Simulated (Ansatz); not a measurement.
# CH₇InOSSi: up Jacob's ladder to CCSD(T)

How much do the methods differ for CH₇InOSSi? The plan is to run it at one geometry with functionals of several rungs and with coupled cluster, and see how far each lands from CCSD(T) at the basis-set limit for the atomisation energy.

Computed with Ansatz 0.2.0, Gaussian basis. Level: functionals in def2-TZVPP, the program's frozen cores in correlated methods.

Levels to be run: PBE-D4, r2SCAN-D4, PBE0-D4, B3LYP-D4, ωB97X-V, ωB97M-V, B2PLYP; CCSD(T)/def2-TZVPP; MP2/def2-QZVPP; extrapolation to the limit.

**1. Structure used throughout**

All runs share one geometry, relaxed beforehand with PBE0-D4 in a triple-zeta def2 set. In takes the def2 core potential; no spin-orbit term is included.

SMILES `[CH3][In]([SH])[SiH2]O`, 12 atoms, charge 0, spin multiplicity 1.

Atoms are counted from 1 here; the program's logs count them from 0.

Bond lengths: C1–In2 2.147 Å, C1–H6 1.091 Å, C1–H7 1.091 Å, C1–H8 1.089 Å, In2–S3 2.421 Å, In2–Si4 2.576 Å, S3–H9 1.343 Å, Si4–O5 1.653 Å, Si4–H10 1.494 Å, Si4–H11 1.486 Å, O5–H12 0.958 Å. Angles: In2–C1–H6 109.0°, In2–C1–H7 109.1°, In2–C1–H8 111.8°, H6–C1–H7 108.4°, H6–C1–H8 109.2°, H7–C1–H8 109.2°, C1–In2–S3 113.4°, C1–In2–Si4 138.9°, S3–In2–Si4 107.7°, In2–S3–H9 95.5°, In2–Si4–O5 110.7°, In2–Si4–H10 109.3°, In2–Si4–H11 112.5°, O5–Si4–H10 111.4°, O5–Si4–H11 105.8°, H10–Si4–H11 107.2°, Si4–O5–H12 117.7°.

**2. PBE-D4 (GGA)**

in.yaml reads:

```yaml
crystal:
  periodic: [false, false, false]
  atoms:
    - {symbol: C, position_ang: [-1.614778, 1.659357, -0.809435]}
    - {symbol: In, position_ang: [-0.065239, 0.299211, -0.210239]}
    - {symbol: S, position_ang: [2.030264, 0.657947, -1.368683]}
    - {symbol: Si, position_ang: [0.255438, -1.696025, 1.387461]}
    - {symbol: O, position_ang: [1.860005, -2.058584, 1.553176]}
    - {symbol: H, position_ang: [-1.291716, 2.681049, -0.602094]}
    - {symbol: H, position_ang: [-1.780470, 1.562109, -1.883842]}
    - {symbol: H, position_ang: [-2.548664, 1.464842, -0.283249]}
    - {symbol: H, position_ang: [1.574039, 1.644540, -2.156731]}
    - {symbol: H, position_ang: [-0.517054, -2.867051, 0.874395]}
    - {symbol: H, position_ang: [-0.239155, -1.410083, 2.758828]}
    - {symbol: H, position_ang: [2.414232, -1.992510, 0.774315]}
basis:
  gaussian: {orbitals: def2-TZVPP}
hamiltonian: {xc: pbe, dispersion: d4}
output: {forces: true, orbitals: {seedname: orbitals}}
```

On the command line:

```console
ansatz run in.yaml --threads 2 --pin off --events-out ev --progress --plain --max-ram 32768MiB --backend cuda --devices 0, --max-vram 18GiB
```

After this run come: r2SCAN-D4 (meta-GGA); PBE0-D4 (hybrid); B3LYP-D4 (hybrid); ωB97X-V (range-separated); ωB97M-V (range-separated); B2PLYP (double hybrid); CCSD(T) in def2-TZVPP; MP2 in def2-QZVPP.

Before running them: what should the planned runs give, taken together? Wanted: atomisation energy, CCSD(T)/CBS; farthest; mean size of error, hybrid; mean size of error, range-separated; gap, smallest and largest; T1 diagnostic; triples share of the correlation energy.

As calculated:

```
                               quantity                                value
        atomisation energy, CCSD(T)/CBS                            40.270 eV
    functionals within 0.403 eV (1.0 %)  PBE-D4, r2SCAN-D4, ωB97X-V, ωB97M-V
                               farthest                   B2PLYP (-0.886 eV)
             mean size of error, hybrid                             0.493 eV
    mean size of error, range-separated                             0.049 eV
              gap, smallest and largest  3.75 eV (PBE-D4), 9.46 eV (ωB97X-V)
                          T1 diagnostic                               0.0131
triples share of the correlation energy                                3.6 %
```

What this shows: PBE-D4 misses by -0.001 eV. Double hybrids carry the basis error of their MP2 part in triple zeta, and no dispersion term here, so their miss is partly the set-up's. The reference freezes the cores and leaves out spin-orbit coupling and excitations past (T), and its outer-core shells are covered unevenly, so misses under about 0.403 eV can't be ranked. All levels share the lack of spin-orbit coupling, which lowers the free heavy atoms and so the true binding. Hartree-Fock recovers 72 % of the binding; the rest is correlation. Orbital gaps span 3.7 to 9.5 eV; exact exchange widens them. Correlated methods include outer-core shells of In, which these sets cover unevenly.
